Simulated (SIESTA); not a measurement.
Runs of SIESTA 5.4.2 on TaAs. The structure is tetragonal, space group I4_1md (No. 109). The conventional cell has a = 3.444 Å, b = 3.444 Å, c = 11.736 Å, α = 90.00°, β = 90.00°, γ = 90.00°. Ta (site symmetry 2mm) has 6 As at 2.61 to 2.62 Å as nearest neighbours. As (site symmetry 2mm) is surrounded by 6 Ta at 2.61 to 2.62 Å. The cell is a database's computed one.

```tsv
level	U	gap on the mesh (eV)	pressure (GPa)	largest force (eV/Å)
PBEsol+U	Ta d U = 2 eV	none	(a)	0.06
PBEsol+U	Ta d U = 6 eV	0.06	3.2	(b)
PBEsol+U	Ta d U = 4 eV	none	1.4	0.07
PBEsol	-	none	-1.6	0.05
```

Alike in all rows: task density of states; potentials or basis PseudoDojo 0.4 standard (PBEsol files), DZP (energy shift 0.003 Ry; two zetas on semicore shells); no spin polarisation; cell as given; k mesh 8 × 8 × 8; smearing fermi-dirac 0.05 eV; grid cutoff 800 Ry; energy shift 0.003 Ry.

Problem. Estimate the missing entries.

Solution. (a) -0.1; (b) 0.09.

Caveats: short orbitals over semicore shells can move pressures by several GPa; the basis of atomic orbitals isn't converged, which shifts pressures, moduli and gaps; the U is typed as a test and isn't derived for this compound (some runs); U without spin polarisation on a metal has little footing (some runs); spin-orbit coupling is left out, which moves the levels of the heavy elements (some runs).

A k mesh can miss the band edges, and the runs leave out spin-orbit coupling on As, Ta.

A gap of «none» marks a metal or a gap under the smearing width.

Runs at the PBE level aren't shown here.
